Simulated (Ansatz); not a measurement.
Consider relaxations under a series of pressures of NaAg2, space group Fd-3m (the Ansatz DFT code, driven from Python).

`run_compress.py`
```python
"""Cell of NaAg2 under pressure."""

import ansatz as az
import numpy as np

def edges_and_angles(cell):
    cell = np.asarray(cell)
    a, b, c = np.linalg.norm(cell, axis=1)
    cosines = cell[1] @ cell[2] / (b * c), cell[0] @ cell[2] / (a * c), cell[0] @ cell[1] / (a * b)
    return (a, b, c, *np.degrees(np.arccos(cosines)))

cell = (
    az.Lattice.of([0.0, 3.9615, 3.9615], [3.9615, 0.0, 3.9615], [3.9615, 3.9615, 0.0])
    .atom("Na", [0.0, 0.0, 0.0])
    .atom("Na", [0.25, 0.25, 0.25])
    .atom("Ag", [0.625, 0.625, 0.625])
    .atom("Ag", [0.125, 0.625, 0.625])
    .atom("Ag", [0.625, 0.625, 0.125])
    .atom("Ag", [0.625, 0.125, 0.625])
)

model = (
    cell.calculation()
    .functional("pbesol")
    .pseudopotentials("paw")
    .kpoints(5, 5, 5)
    .occupations("fermi_dirac")
    .scf(tolerance=1e-10)
)

# H = F + PV, with 1 GPa A^3 = 1/160.21766 eV
rows = []
for pressure in [-2, 0, 2, 5, 10]:
    done = model.relax(cell=True, pressure=pressure, force_tolerance=0.02, max_steps=60).run(threads=1, backend="cpu")
    cell = done.lattice.cell_ang
    n_atoms = len(done.lattice.sites)
    volume = abs(np.linalg.det(cell)) / n_atoms
    enthalpy = done.report["free_energy_ev"] / n_atoms + pressure * volume / 160.21766
    rows.append((pressure, volume, enthalpy, *edges_and_angles(cell)))
    print(f"{pressure} GPa done: {volume:.4f} A^3/atom")

print(" P (GPa)  V (A^3/atom)  H (eV/atom)     a       b       c")
for row in rows:
    print("{:8.1f} {:12.4f} {:14.5f} {:7.4f} {:7.4f} {:7.4f}".format(*row[:6]))
p, v = np.array([row[0] for row in rows], float), np.array([row[1] for row in rows])
print("mean bulk modulus between rows (GPa):", np.round(-np.diff(p) / np.diff(np.log(v)), 1))
```

How far does the cell shrink over this series of pressures, and what bulk modulus does the first step imply?

The volume falls from 20.89 Å³ an atom at -2 GPa to 17.78 at 10 GPa, by 14.9 %. Between -2 and 0 GPa, -V dP/dV is about 53 GPa, a mean over that step.

What the script printed:

```console
$ python run_compress.py
DeckWarning: basis.ecutwfc = 420 eV, auto-derived from the records' recommended cutoffs: set by Na (normal level)
-2 GPa done: 20.8928 A^3/atom
0 GPa done: 20.1195 A^3/atom
2 GPa done: 19.4912 A^3/atom
5 GPa done: 18.7466 A^3/atom
10 GPa done: 17.7767 A^3/atom
 P (GPa)  V (A^3/atom)  H (eV/atom)     a       b       c
    -2.0      20.8928    -5507.11777  5.6176  5.6176  5.6176
     0.0      20.1195    -5506.86200  5.5475  5.5475  5.5475
     2.0      19.4912    -5506.61490  5.4891  5.4891  5.4891
     5.0      18.7466    -5506.25724  5.4183  5.4183  5.4183
    10.0      17.7767    -5505.68820  5.3232  5.3232  5.3232
mean bulk modulus between rows (GPa): [53.  63.  77.  94.1]
```
(Warnings from the package without file and line.)

Absolute energies stand on the zero of these potentials, so only differences at equal settings mean something. At a fixed pressure a relaxation lowers the enthalpy F + PV, while F alone can rise. For a metal this k-point mesh is coarse: on a finer one energies can move by several to tens of meV an atom and pressures by half a GPa or more, differences at one mesh by less. The starting cell is as deposited in a crystallographic database; the results hold for this polymorph, which needn't be the stable one. Symmetry holds the cell in this phase, whether or not it is the stable one at each pressure. Finished in 2.2 min on 1 thread of Arm Neoverse N1, with other jobs on the host, peak memory 0.48 GiB.
